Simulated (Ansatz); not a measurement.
**SnH₄O₄: a ladder of functionals and wavefunction methods**

One table from this session's results is given with a row withheld; the runs are named, their logs left out.

Computed with Ansatz 0.2.0, Gaussian basis. Level: functionals in def2-TZVPP, the program's frozen cores in correlated methods.

The runs, in order: LDA (SPW92), PBE-D4, revPBE-D4, BLYP-D4, r2SCAN-D4, B97M-V, PBE0-D4, B3LYP-D4, r2SCANh-D4, r2SCAN0-D4, HSE06-D4, BHLYP-D4, CAM-B3LYP-D4, LC-ωPBE, ωB97X-V, ωB97M-V, B2PLYP, PBE-QIDH; CCSD(T)/def2-SVP; CCSD(T)/def2-TZVPP; MP2/def2-QZVPP; extrapolation to the limit; RPA on PBE.

### Structure used throughout

All runs share one geometry, relaxed beforehand with PBE0-D4 in a triple-zeta def2 set. Sn takes the def2 core potential; no spin-orbit term is included.

SMILES `[OH][Sn]([OH])([OH])[OH]`, 9 atoms, charge 0, spin multiplicity 1.

Atoms are counted from 1 here; the program's logs count them from 0.

Bond lengths: O1–Sn2 1.943 Å, O1–H6 0.961 Å, Sn2–O3 1.943 Å, Sn2–O4 1.943 Å, Sn2–O5 1.943 Å, O3–H7 0.961 Å, O4–H8 0.961 Å, O5–H9 0.961 Å. Angles: Sn2–O1–H6 112.2°, O1–Sn2–O3 116.2°, O1–Sn2–O4 106.2°, O1–Sn2–O5 106.2°, O3–Sn2–O4 106.2°, O3–Sn2–O5 106.2°, O4–Sn2–O5 116.2°, Sn2–O3–H7 112.2°, Sn2–O4–H8 112.2°, Sn2–O5–H9 112.2°.

The first run:

Input file in.yaml:

```yaml
crystal:
  periodic: [false, false, false]
  atoms:
    - {symbol: O, position_ang: [-0.216778, 1.535850, -1.162934]}
    - {symbol: Sn, position_ang: [0.009740, -0.005190, -0.001898]}
    - {symbol: O, position_ang: [1.705834, -0.942241, -0.141032]}
    - {symbol: O, position_ang: [-1.359391, -1.281854, -0.521260]}
    - {symbol: O, position_ang: [-0.090581, 0.667581, 1.817828]}
    - {symbol: H, position_ang: [-0.709635, 1.321370, -1.960104]}
    - {symbol: H, position_ang: [2.326066, -0.675439, 0.543463]}
    - {symbol: H, position_ang: [-1.052462, -2.190721, -0.456683]}
    - {symbol: H, position_ang: [-0.524293, 1.524344, 1.865420]}
basis:
  gaussian: {orbitals: def2-TZVPP}
hamiltonian: {xc: lda}
output: {orbitals: {seedname: orbitals}}
```

Launch:

```sh
$ ansatz run in.yaml --threads 4 --pin off --events-out ev --progress --plain --max-ram 10444MiB
```

Steps of the session up to this table: LDA; PBE-D4 (GGA); revPBE-D4 (GGA); BLYP-D4 (GGA); r2SCAN-D4 (meta-GGA); B97M-V (meta-GGA); PBE0-D4 (hybrid); B3LYP-D4 (hybrid); r2SCANh-D4 (hybrid); r2SCAN0-D4 (hybrid); HSE06-D4 (hybrid); BHLYP-D4 (hybrid); CAM-B3LYP-D4 (range-separated); LC-ωPBE (range-separated); ωB97X-V (range-separated); ωB97M-V (range-separated); B2PLYP (double hybrid); PBE-QIDH (double hybrid).

One of the session's tables, all rows but one given; the rest of the session is left out.

It belongs to the step «Orbital energies across the functionals». 

```
  functional  HOMO (eV)  LUMO (eV)  gap (eV)
 LDA (SPW92)      -7.60      -2.93      4.67
      PBE-D4          ?          ?         ?
   revPBE-D4      -7.29      -2.46      4.83
     BLYP-D4      -7.28      -2.61      4.68
   r2SCAN-D4      -7.79      -2.31      5.48
      B97M-V      -7.84      -2.39      5.46
     PBE0-D4      -9.13      -1.62      7.50
    B3LYP-D4      -8.86      -2.00      6.86
  r2SCANh-D4      -8.45      -1.96      6.49
  r2SCAN0-D4      -9.41      -1.44      7.97
    HSE06-D4      -8.72      -2.00      6.72
    BHLYP-D4     -10.76      -0.74     10.02
CAM-B3LYP-D4     -10.63      -0.70      9.93
     LC-ωPBE     -11.99       0.71     12.69
     ωB97X-V     -11.63       0.51     12.13
     ωB97M-V     -11.56       0.29     11.85
```

**Question.** Estimate the row for PBE-D4.

The run gave: HOMO (eV): -7.37; LUMO (eV): -2.60; gap (eV): 4.77. In the column «HOMO (eV)» it lies between LDA (SPW92) (-7.60) and revPBE-D4 (-7.29).
